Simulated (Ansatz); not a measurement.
## Cl₂H₂Sn, SMILES [Cl][SnH2][Cl]: a ladder of methods at one geometry, step by step

With the Python package of Ansatz (0.2.0).

Run as a notebook:

In [1]:
```python
from pathlib import Path

import ansatz as az
import numpy as np
```

In [2]:
```python
BASIS_SET = "def2-SVP"
```

In [3]:
```python
geometry = (
    az.Crystal.molecule()
    .atom("Cl", (-1.8464, -0.3275, 1.2527))
    .atom("Sn", (0.1094, -0.071, 0.0283))
    .atom("Cl", (-0.2649, 1.3542, -1.831))
    .atom("H", (0.6996, -1.6336, -0.5388))
    .atom("H", (1.3522, 0.6043, 1.0474))
)

setup = geometry.calculation().basis(gaussian=BASIS_SET)
```

In [4]:
```python
print("functional    E (Ha)        dipole (D)   HOMO (eV)  LUMO (eV)")
for name in ["blyp", "lc_wpbe", "revpbe", "lda", "b3lyp"]:
    report = setup.functional(name).forces().orbitals().run(runs_dir="runs").report
    lines = Path(report["orbitals_path"]).read_text().splitlines()
    field_of = lambda key: [line.split("=")[1].strip() for line in lines if line.startswith(key)]
    orbitals = [(27.211386 * float(e), s, float(n)) for e, s, n in zip(field_of("Ene="), field_of("Spin="), field_of("Occup="))]
    homo = max(e for e, _, n in orbitals if n > 0.5)
    lumo = min(e for e, _, n in orbitals if n < 0.5)
    dipole = 4.803205 * np.linalg.norm(report["charge_distribution"]["dipole_moment_e_ang"])
    print(f"{name:10s} {report['free_energy_ev'] / 27.211386246:14.6f} {dipole:9.3f} {homo:11.3f} {lumo:10.3f}")
```
```text
functional    E (Ha)        dipole (D)   HOMO (eV)  LUMO (eV)
blyp         -1135.598969     1.811      -7.148     -2.627
lc_wpbe      -1135.453782     2.302     -11.513      0.367
revpbe       -1135.546056     1.945      -7.352     -2.690
lda          -1132.330193     1.983      -7.395     -2.936
b3lyp        -1135.773025     1.990      -8.433     -2.102
```

Caveats:
- Total energies depend on the basis set; only differences at equal settings carry meaning.
- The geometry is a force-field or estimated start, not a minimum of this method, and the basis set is short of its limit. A lower total doesn't mark the better method: functionals have no common bound, and MP2 and coupled cluster aren't variational.
- def2 sets replace the cores of elements past krypton by effective core potentials.
- b3lyp holds the VWN-RPA fit, as in Gaussian; the form of ORCA and Turbomole is b3lyp5.
- Levels such as HOMO and LUMO are orbital energies: with these approximate functionals they aren't the ionisation energy and electron affinity, and their gap isn't the fundamental gap.
- Finished in 10 s on 1 thread of Arm Neoverse V1 (shared host), peak memory 0.21 GiB.
